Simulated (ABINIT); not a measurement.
Input of an ABINIT 10.8.3 (patched build) run:

Contents of run.abi:

```
# Datasets: one volume each
ndtset 7
scalecart1 3*0.9795861087
scalecart2 3*0.9864848297
scalecart3 3*0.9932883884
scalecart4 3*1.0000000000
scalecart5 3*1.0066227096
scalecart6 3*1.0131594038
scalecart7 3*1.0196128224

# Pseudopotentials
pp_dirpath "./"
pseudos "Te.LDA_PW-JTH.xml, Sn.LDA_PW-JTH.xml"

# Structure
acell 10.319016323 10.319016323 10.319016323
rprim
     0.0000000000     0.7071067812     0.7071067812
     0.7071067812     0.0000000000     0.7071067812
     0.7071067812     0.7071067812     0.0000000000
ntypat 2
znucl 52 50
natom 4
typat 1 1 1 2
xred
     0.5000000000     0.5000000000     0.5000000000
     0.7500000000     0.7500000000     0.7500000000
     0.2500000000     0.2500000000     0.2500000000
     0.0000000000     0.0000000000     0.0000000000

# Plane-wave basis
ecut 22.0
pawecutdg 44.0

# k points
kptopt 1
ngkpt 6 6 6
nshiftk 1
shiftk 0.0 0.0 0.0

# Exchange and correlation
ixc 7

# Bands and occupations
nband 20
occopt 3
tsmear 0.00183747

# SCF cycle
nstep 100
tolvrs 1.0e-9

# Output
iomode 3
prtwf 0
prtden 0
prteig 0
prtebands 0
enunit 2
prtvol 2
```

Potentials or basis: JTH PAW LDA v2.0.

Launch:

```sh
$ mpirun --bind-to none -np 4 abinit run.abi > log 2>&1
```

(1) Estimate the bulk modulus.

(2) What does it give for the equilibrium volume?

Results:

(1) 59 GPa (rough).

(2) 26.74 Å³/atom (rough: see the caveat).

Caveat: pressures at fixed basis lie under the slope of the energies; the minimum lies outside the volumes run.
